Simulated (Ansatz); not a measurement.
# Si4GePt: the cost of one run

Computed with Ansatz 0.2.0 (DFT PBE, scalar-relativistic, plane waves, PAW, unless a step's input says otherwise).

## (1) The system as given

The structure is hexagonal, space group P6/mmm (No. 191). Conventional cell: a = 3.605 Å, b = 3.605 Å, c = 7.293 Å, α = 90.00°, β = 90.00°, γ = 120.00°. Si (site symmetry 3m) is surrounded by 3 Si at 2.08 Å and 3 Pt at 2.69 Å and 3 Ge at 2.85 Å. Ge (site symmetry 6/mmm) has 12 Si at 2.85 Å as nearest neighbours. Pt (site symmetry 6/mmm) is surrounded by 12 Si at 2.69 Å.

Structure file:

```cif
data_structure
_symmetry_space_group_name_H-M 'P6/mmm'
_symmetry_Int_Tables_number 191
_cell_length_a 3.6054
_cell_length_b 3.6054
_cell_length_c 7.2932
_cell_angle_alpha 90.000
_cell_angle_beta 90.000
_cell_angle_gamma 120.000
_cell_volume 82.10
loop_
_atom_site_label
_atom_site_type_symbol
_atom_site_symmetry_multiplicity
_atom_site_Wyckoff_symbol
_atom_site_fract_x
_atom_site_fract_y
_atom_site_fract_z
_atom_site_occupancy
Si1 Si 4 h 0.33333 0.66667 0.76655 1
Ge1 Ge 1 b 0.00000 0.00000 0.50000 1
Pt1 Pt 1 a 0.00000 0.00000 0.00000 1
```

A structure generator made this guess: species swapped into a database cell of TaCrB4 (P6/mmm, No. 191), with Ge on the Ta sites, Pt on the Cr sites and Si on the B sites. The dimensions are guesses.

## (2) The guess as it stands, on a coarse mesh

Contents of input.yaml:

```yaml
crystal:
  lattice:
    - [3.60537145, 0.0, 0.0]
    - [-1.80268573, 3.12234327, 0.0]
    - [0.0, 0.0, 7.29317721]
  atoms:
    - { symbol: Si, position: [0.33333333, 0.66666667, 0.766554] }
    - { symbol: Si, position: [0.33333333, 0.66666667, 0.233446] }
    - { symbol: Si, position: [0.66666667, 0.33333333, 0.766554] }
    - { symbol: Si, position: [0.66666667, 0.33333333, 0.233446] }
    - { symbol: Ge, position: [0.0, 0.0, 0.5] }
    - { symbol: Pt, position: [0.0, 0.0, 0.0] }
basis:
  ecutwfc: 420
kpoints:
  mp_grid: { grid: [6, 6, 4] }
hamiltonian:
  xc: pbe
scf:
  occupations: { method: gaussian, width: 0.1 }
  lower_state_search: "off"
output:
  forces: true
  stress: true
  eigenvalues: true
```

The run is started by

```console
$ ansatz run input.yaml --threads 1 --pin off --max-ram 2560MiB --backend cpu --events-out ev --progress --plain --runs-dir out
```

Q: Estimate wall time and peak memory on 1 thread of Intel Xeon at 2.70GHz, shared host.

About 5.6 s, with a peak of 0.39 GiB.
